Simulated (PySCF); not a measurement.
**TlO(OH): other functionals and bases at one geometry**

One table from this session's results is given with a row withheld; the runs are named, their logs left out.

The runs use PySCF 2.14.0; several levels, as the steps say, no spin–orbit coupling.

1 further run of the same task is left out (for a known fault of the program).

## The starting structure

4 atoms, charge 0, spin multiplicity 1.

Bond lengths: Tl1–O2 1.893 Å, Tl1–O3 2.032 Å, O3–H4 0.968 Å. Angles: O2–Tl1–O3 176.5°, Tl1–O3–H4 109.0°.

As a file:

```xyz
4

Tl   -0.07534    0.00345    0.51139
O     1.77913    0.00365    0.13314
O    -2.03816   -0.01211    1.03817
H    -2.57821    0.09408    0.24237
```

Formal oxidation states: Tl +3. An earlier session relaxed this geometry at PBE0, Tl def2-SVP with ECP60, O def2-SVP, H def2-SVP (singlet, point group Cs).

At PBE0 on the finer grid: E = -323.186540 Eh, HOMO -7.38 eV, LUMO -2.32 eV, Mulliken charge on Tl1 +0.73 e, largest force component 0.028 eV/Å. 

Levels to run: CAM-B3LYP; TPSS; PBE0, TZVP. Hardware: 2 threads of Arm Neoverse V1, shared host.

Set-up of the first run:

run.py (the lines that set the calculation) reads:

```python
mol = gto.M(atom='''
Tl    -0.07534     0.00345     0.51139
O      1.77913     0.00365     0.13314
O     -2.03816    -0.01211     1.03817
H     -2.57821     0.09408     0.24237''',
    basis={'Tl': 'def2-SVP', 'O': 'def2-SVP', 'H': 'def2-SVP'},
    ecp={'Tl': 'def2-SVP'},
    charge=0, spin=0)
mf = dft.RKS(mol, xc='CAMB3LYP')
mf.grids.atom_grid = (75, 302)
mf = mf.density_fit()  # fitting sets: Tl def2-universal-JKFIT, O def2-universal-JKFIT, H def2-universal-JKFIT
mf.conv_tol = 1e-08; mf.max_cycle = 55
mf.kernel(dm0)  # dm0: the density of the relaxed state
```

Command:

```bash
$ OMP_NUM_THREADS=2 python run.py
```

Steps of the session up to this table: CAM-B3LYP; TPSS; PBE0, TZVP.

One table of the session follows, with a row left open; its other results are not shown here.

```
              level  HOMO (eV)  gap (eV)  charge on Tl1 (e)  dipole (D)  largest force component (eV/Å)
PBE0 (relaxed here)      -7.38      5.06               0.73        3.66                            0.03
          CAM-B3LYP      -8.80      7.49               0.70        3.68                            0.25
               TPSS      -5.94      2.78               0.64        3.51                            0.68
         PBE0, TZVP          ?         ?                  ?           ?                               ?
```

Estimate the missing values for PBE0, TZVP.

The run gave: HOMO (eV): -7.54; gap (eV): 5.14; charge on Tl1 (e): 0.82; dipole (D): 3.72; largest force component (eV/Å): 0.91. In the column «HOMO (eV)» it lies between CAM-B3LYP (-8.80) and PBE0 (relaxed here) (-7.38).

In one basis the HOMO–LUMO gap runs from 2.78 eV (TPSS) to 7.49 eV (CAM-B3LYP). The largest leftover force, 0.91 eV/Å with PBE0, TZVP, stands at a geometry relaxed at another level. Total energies of different levels can't be compared.
